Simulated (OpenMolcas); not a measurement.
# PBE50/ANO-RCC-VDZP (DKH2, RICD fitting) run of SnBr4 (stannic bromide)

Aim: the vertical electron affinity of SnBr4 (stannic bromide) at PBE50/ANO-RCC-VDZP (DKH2, RICD fitting), from 2 runs. 

The results are computed with OpenMolcas 26.06.

### Step 1. The structure to begin with

The species is SnBr4 (5 atoms), meant as a singlet with charge 0. SMILES: `[Br][Sn]([Br])([Br])[Br]`. The shape comes from GFN2-xTB, which is rough for such elements, and wasn't checked as a minimum.

Bond lengths: Br1–Sn2 2.551 Å, Sn2–Br3 2.553 Å, Sn2–Br4 2.552 Å, Sn2–Br5 2.552 Å. Angles: Br1–Sn2–Br3 109.5°, Br1–Sn2–Br4 109.5°, Br1–Sn2–Br5 109.5°, Br3–Sn2–Br4 109.4°, Br3–Sn2–Br5 109.4°, Br4–Sn2–Br5 109.5°.

### Step 2. Energy and gradient at PBE50/ANO-RCC-VDZP (DKH2, RICD fitting)

job.input

```
>>> EXPORT MOLCAS_PRINT=2
&GATEWAY
Coord
5
bohr
Br    -2.19380196     0.02443416     4.29389239
Sn    -0.00177634     0.00049133     0.00139840
Br     4.07986201    -2.55504200     0.29349336
Br    -2.91373092    -1.99645786    -3.28330466
Br     1.02942831     4.52655547    -1.30547950
Basis
ANO-RCC-VDZP
Group
NoSym
RICD
&SEWARD
Relativistic
R02O02
Expert
&SCF
KSDFT
HYB_GGA_XC_PBE50
PrOrbitals
0
&ALASKA
```

Command:

```sh
$ export MOLCAS_MEM=1860
$ pymolcas job.input > job.log
```

Output:

```text
--- Start Module: gateway ---
[...]
--- Stop Module: gateway /rc=_RC_ALL_IS_WELL_ ---
[...]
 ###    WARNING:  EXPERT option is ON!                                       ###
 ###############################################################################
               SEWARD will generate:
[...]
      Basis functions          151
[...]
--- Start Module: scf ---
[...]
       Convergence after  10 Iterations
[...]
::    Total KS-DFT energy                          -16598.8034735785
[...]
      Total spin, S                                     0.0000000000
[...]
      Total electronic charge=  190.000000
      Total            charge=   -0.000000
[...]
      Dipole Moment (debye):
      Origin of the operator (angstrom)=   -0.0001    0.0000    0.0001
                   X= -1.1057E-02               Y=  3.5882E-03               Z=  8.5577E-03           Total=  1.4435E-02
      Quadrupole Moment (debye*angstrom):
[...]
--- Stop Module: scf /rc=_RC_ALL_IS_WELL_ ---
[...]
--- Start Module: alaska ---
[...]
 *              Molecular gradients               *
 **************************************************
  Irreducible representation: a
 ------------------------------------------------------------------------------------------
                              X                       Y                       Z
 ------------------------------------------------------------------------------------------
  BR1              -1.17672314699462E-02    1.32642747885270E-04    2.30791577128002E-02
  SN2              -2.72003671203641E-04    6.78949720891607E-05    1.86883148255112E-04
  BR3               2.21865397422221E-02   -1.38811346991474E-02    1.57900845305292E-03
  BR4              -1.57200901647627E-02   -1.07774670784408E-02   -1.77793101447179E-02
  BR5               5.57278556377128E-03    2.44580640575833E-02   -7.06573916952635E-03
 ------------------------------------------------------------------------------------------
--- Stop Module: alaska /rc=_RC_ALL_IS_WELL_ ---
[...]
```

Wall time 1.9 min (1 thread of Arm Neoverse V1, shared host); peak memory 0.44 GiB.

### Step 3. The doublet anion, same level

job.input

```
&GATEWAY
Coord
5
bohr
Br    -2.19380196     0.02443416     4.29389239
Sn    -0.00177634     0.00049133     0.00139840
Br     4.07986201    -2.55504200     0.29349336
Br    -2.91373092    -1.99645786    -3.28330466
Br     1.02942831     4.52655547    -1.30547950
Basis=ANO-RCC-VDZP
Group=NoSym
RICD
&SEWARD
Relativistic=R02O02
Expert
&SCF
UHF
Charge=-1
Spin=2
KSDFT=HYB_GGA_XC_PBE50
PrOrbitals=0
&ALASKA
```

Command:

```sh
$ export MOLCAS_MEM=1860
$ pymolcas job.input > job.log
```

Output:

```text
--- Start Module: gateway ---
[...]
--- Stop Module: gateway /rc=_RC_ALL_IS_WELL_ ---
[...]
 ###    WARNING:  EXPERT option is ON!                                       ###
 ###############################################################################
               SEWARD will generate:
[...]
      Basis functions          151
[...]
--- Start Module: scf ---
[...]
       Convergence after  16 Iterations
[...]
::    Total KS-DFT energy                          -16598.9162376167
[...]
      Total spin, S                                     0.5035100372
[...]
      Total electronic charge=  191.000000
      Total            charge=   -1.000000
[...]
      Dipole Moment (debye):
      Origin of the operator (angstrom)=   -0.0001    0.0000    0.0001
                   X= -1.3029E-02               Y=  4.6488E-03               Z=  1.0026E-02           Total=  1.7085E-02
      Center of Charge (angstrom)
[...]
--- Stop Module: scf /rc=_RC_ALL_IS_WELL_ ---
[...]
--- Start Module: alaska ---
[...]
 *              Molecular gradients               *
 **************************************************
  Irreducible representation: a
 ------------------------------------------------------------------------------------------
                              X                       Y                       Z
 ------------------------------------------------------------------------------------------
  BR1               7.62420513741091E-03   -8.42175816775370E-05   -1.48883426772670E-02
  SN2              -2.73213384790656E-04    7.47456955202848E-05    1.89005605093402E-04
  BR3              -1.38292383824563E-02    8.66782102400521E-03   -1.00339174809072E-03
  BR4               1.00069081393599E-02    6.85627764109853E-03    1.12313804619504E-02
  BR5              -3.52866150907261E-03   -1.55146267793640E-02    4.47134835868468E-03
 ------------------------------------------------------------------------------------------
--- Stop Module: alaska /rc=_RC_ALL_IS_WELL_ ---
[...]
```

It took 2.8 min on 1 thread of Arm Neoverse V1, shared host; peak memory 0.44 GiB.

### Step 4. Summary of results

Level: PBE50/ANO-RCC-VDZP (DKH2, RICD fitting).

| quantity | value |
| --- | --- |
| singlet SnBr4: total energy | -16598.80347 Eh |
| singlet SnBr4: dipole moment | 0.01 D |
| singlet SnBr4: HOMO energy | -10.33 eV |
| singlet SnBr4: LUMO energy | -3.93 eV |
| singlet SnBr4: HOMO–LUMO gap | 6.39 eV |
| singlet SnBr4: largest force on an atom | 1.348 eV/Å |
| doublet anion: total energy | -16598.91624 Eh |
| doublet anion: HOMO energy (highest over α and β) | -2.20 eV |
| doublet anion: LUMO energy (lowest over α and β) | 1.19 eV |
| doublet anion: ⟨S²⟩ | 0.757 |
| doublet anion: largest force on an atom | 0.860 eV/Å |
| vertical electron affinity (to the doublet anion) | 3.068 eV |

What this shows: At fixed nuclei the extra electron is bound by 3.07 eV (71 kcal/mol). The largest force (singlet SnBr4) is 1.35 eV/Å: the shape isn't a stationary point for this species at this level. Mulliken charges (doublet anion) run from -0.47 on Br3 to +0.87 on Sn2; they depend strongly on the basis.
